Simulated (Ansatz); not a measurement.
**Ytterbium, hcp under BLYP: from relaxation to bulk modulus**

Aim: take ytterbium in the hcp structure, relax it, solve it on a dense k-mesh, then scale the cell to 7 volumes from 88 to 112 % of the relaxed one and try a fit of the equation of state. Spin polarisation is left out. The k-meshes are 9×9×5 for the relaxation; 16×16×9 for the dense run; 11×11×6 for the volumes.

Computed with Ansatz 0.2.0 (DFT BLYP, plane waves (420 eV) with PAW, scalar-relativistic; PBE-made PAW files, unless a step says otherwise).

## (1) The structure to begin with

The structure is hexagonal, space group P6_3/mmc (No. 194). Conventional cell: a = 3.879 Å, b = 3.879 Å, c = 6.335 Å, α = 90.00°, β = 90.00°, γ = 120.00°. Around Yb (site symmetry -6m2) lie 12 Yb at 3.88 Å.

Structure file:

```cif
data_structure
_symmetry_space_group_name_H-M 'P6_3/mmc'
_symmetry_Int_Tables_number 194
_cell_length_a 3.8793
_cell_length_b 3.8793
_cell_length_c 6.3349
_cell_angle_alpha 90.000
_cell_angle_beta 90.000
_cell_angle_gamma 120.000
_cell_volume 82.56
loop_
_atom_site_label
_atom_site_type_symbol
_atom_site_symmetry_multiplicity
_atom_site_Wyckoff_symbol
_atom_site_fract_x
_atom_site_fract_y
_atom_site_fract_z
_atom_site_occupancy
Yb1 Yb 2 c 0.33333 0.66667 0.25000 1
```

## (2) Relaxation of the cell

Contents of input.yaml:

```yaml
crystal:
  lattice:
    - [3.8793238081, 0.0, 0.0]
    - [-1.939661904, 3.3595929673, 0.0]
    - [0.0, 0.0, 6.3349357786]
  atoms:
    - { symbol: Yb, position: [0.3333333333, 0.6666666667, 0.25] }
    - { symbol: Yb, position: [0.6666666667, 0.3333333333, 0.75] }
hamiltonian:
  xc: blyp
  pseudopotentials:
    kind: paw
    azcp:
      Yb: "pseudopotentials/Yb.paw.azcp"
basis:
  ecutwfc: 420
  fft_grid_basis: typed
kpoints:
  mp_grid: { grid: [9, 9, 5], shift: [0, 0, 0] }
magnetization:
  spin_polarized: false
scf:
  occupations: { method: fermi_dirac, width: 0.1 }
relax:
  max_steps: 60
  f_tol: 0.01
  cell: {}
```

After this run come: Dense single point; Equation of state: 88 %; Equation of state: 92 %; Equation of state: 96 %; Equation of state: 100 %; Equation of state: 104 %; Equation of state: 108 %; Equation of state: 112 %.

What does the calculation give? Wanted: space group; conventional cell; volume; shortest distance; gap on the mesh; relative to fcc; highest ELF outside the cores; V₀, B₀, B₀′.

As calculated:

| quantity | value |
| --- | --- |
| space group (spins left aside) | P6_3/mmc (No. 194) |
| conventional cell | a = 3.747 Å, c = 6.135 Å (c/a = 1.638) |
| volume | 37.292 Å³/atom |
| shortest distance | 3.747 Å |
| gap on the mesh | none (levels filled in part) |
| relative to fcc | +13 meV/atom |
| highest ELF outside the cores | 0.53, 2.65 Å from the nearest atom |
| V₀, B₀, B₀′ | 37.144 Å³/atom, 15.8 GPa, 4.0 |

The relaxation shrank the cell by 9.7 % in volume. It lies 13 meV/atom above the element's reference form at the same level (fcc, from a run of its own). Levels at the Fermi energy are filled in part, as in a metal. The fitted modulus is 15.8 GPa, a soft solid; letting shape and positions relax at each volume could only lower it. Relaxation kept the symmetry; phonons were not checked.
